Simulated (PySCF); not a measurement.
# The bond of CoBr−, level by level

An exercise on one series of results from a longer session: the logs are not shown, and one member is left open.

Program: PySCF 2.14.0. Level of theory: Co def2-TZVPPD, Br def2-TZVPPD, no relativity. These are calculated values, not measurements.

The first run:

A driver script around PySCF takes these settings:

- atoms: Co, Br
- charge: -1
- basis: Co def2-TZVPPD, Br def2-TZVPPD
- Hamiltonian: no relativity
- basis functions: 124
- electrons treated: 63
- masses in u: 58.9332, 78.9183
- levels: PBE0, PBE, r²SCAN, r²SCAN0, TPSSh, PW91, M06-L, r²SCANh, ωB97X, HF, MP2, SCS-MP2
- grid: 80 radial by 434 angular points
- occupations: held fixed by the projection of orbital angular momentum
- dissociation limit: Co + Br−, each in its ground configuration
- starting distance in angstrom: 2.285
- values of 2S to try: 1, 3, 5

Started as:

```sh
$ OMP_NUM_THREADS=2 python dia.py task.json out
```

Among the steps run: Set-up; First curve: PBE0; Other states along the same grid; PBE (GGA); r²SCAN; r²SCAN0 (hybrid meta-GGA); TPSSh (hybrid meta-GGA); PW91 (GGA); M06-L (meta-GGA); r²SCANh; ωB97X (range-separated hybrid); UHF.

One of the session's tables, all rows but one given; the rest of the session is left out.

It belongs to the step «The curves together». Energy (eV) from each level's lowest point:

```
R (Å)    UHF  UHF-MP2  UHF-SCS-MP2    PBE   PW91
2.077  1.417    0.832        0.956  0.425  0.418
2.174  0.849    0.449        0.534  0.164  0.159
2.270  0.478    0.212        0.269  0.036  0.034
2.343  0.293    0.104        0.143  0.001  0.000
2.415  0.166    0.040        0.065  0.000  0.001
2.487  0.083    0.007        0.020  0.024  0.026
2.584  0.023    0.000        0.000  0.082  0.085
2.705      ?        ?            ?      ?      ?
2.850  0.018    0.089        0.065  0.307  0.313
3.043  0.078    0.189        0.153  0.478  0.485
```

Estimate the missing values for R (Å) = 2.705.

Worked estimate for «UHF». A straight line through the neighbours (2.584, 0.023) and (2.850, 0.018) gives 0.023 + (0.018 − 0.023) × (2.705 − 2.584) / (2.850 − 2.584) = 0.021; a parabola fitted to 4 rows on both sides gives 0.006.

**Answer.** UHF: 0.000; UHF-MP2: 0.028; UHF-SCS-MP2: 0.015; PBE: 0.178; PW91: 0.183. In «UHF» the line misses by +0.021 and the parabola by +0.006. Between these rows the values bend or scatter more than so simple an estimate can follow.

Caveats from the session: The state is the lowest single determinant that the PBE0 search found; with open d or f shells the true ground state can be another one.
